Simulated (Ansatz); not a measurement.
# ClFHOSn radical: small, medium and large basis sets

Aim: see how fast density functionals converge with the basis set for ClFHOSn radical.

Program: Ansatz 0.2.0, Gaussian basis. Level of theory: one geometry, several basis sets. These are calculated values, not measurements.

The runs, in order: PBE0-D4/def2-SVP; ωB97M-V/def2-SVP; PBE0-D4/def2-QZVPP; ωB97M-V/def2-QZVPP; the functionals' def2-TZVPP values are taken from earlier runs.

### Step 1. Structure used throughout

All runs share one geometry, relaxed beforehand with PBE0-D4 in a triple-zeta def2 set. Sn takes the def2 core potential; no spin-orbit term is included.

SMILES `[OH][Sn]([F])[Cl]`, 5 atoms, charge 0, spin multiplicity 2.

Atoms are counted from 1 here; the program's logs count them from 0.

Bond lengths: O1–Sn2 1.960 Å, O1–H5 0.964 Å, Sn2–F3 1.926 Å, Sn2–Cl4 2.329 Å. Angles: Sn2–O1–H5 111.5°, O1–Sn2–F3 103.3°, O1–Sn2–Cl4 107.8°, F3–Sn2–Cl4 107.8°.

Geometry (Å):

```xyz
5
ClFHOSn
O    -0.6005    0.5037   -1.1795
Sn    0.3628   -0.7170    0.0133
F     1.5380    0.4545    0.9908
Cl   -1.1775   -1.5983    1.5218
H    -0.0729    1.2834   -1.3878
```

### Step 2. PBE0-D4 in def2-SVP

File in.yaml:

```yaml
crystal:
  periodic: [false, false, false]
  atoms:
    - {symbol: O, position_ang: [-0.600488, 0.503650, -1.179476]}
    - {symbol: Sn, position_ang: [0.362751, -0.717029, 0.013264]}
    - {symbol: F, position_ang: [1.538036, 0.454527, 0.990770]}
    - {symbol: Cl, position_ang: [-1.177454, -1.598338, 1.521811]}
    - {symbol: H, position_ang: [-0.072945, 1.283391, -1.387768]}
basis:
  gaussian: {orbitals: def2-SVP}
magnetization: {spin_polarized: true, initial_magnetization: 1}
hamiltonian: {xc: pbe0, dispersion: d4}
output: {orbitals: {seedname: orbitals}}
```

On the command line:

```
$ ansatz run in.yaml --threads 4 --pin off --events-out ev --progress --plain --max-ram 10444MiB
```

After this run come: ωB97M-V in def2-SVP; PBE0-D4 in def2-QZVPP; ωB97M-V in def2-QZVPP.

**Question.** What will the summary of the whole plan be? Wanted: PBE0-D4: double and triple zeta above quadruple; ωB97M-V: double and triple zeta above quadruple.

The runs gave:

```
                                       quantity           value
PBE0-D4: double and triple zeta above quadruple  11.70, 0.73 eV
ωB97M-V: double and triple zeta above quadruple  11.77, 0.70 eV
```

What this shows: PBE0-D4 gains 10.97 eV from double to triple zeta, then 0.73 eV more. These are total energies; as a rule much of such shifts cancels in differences, which this series doesn't test.
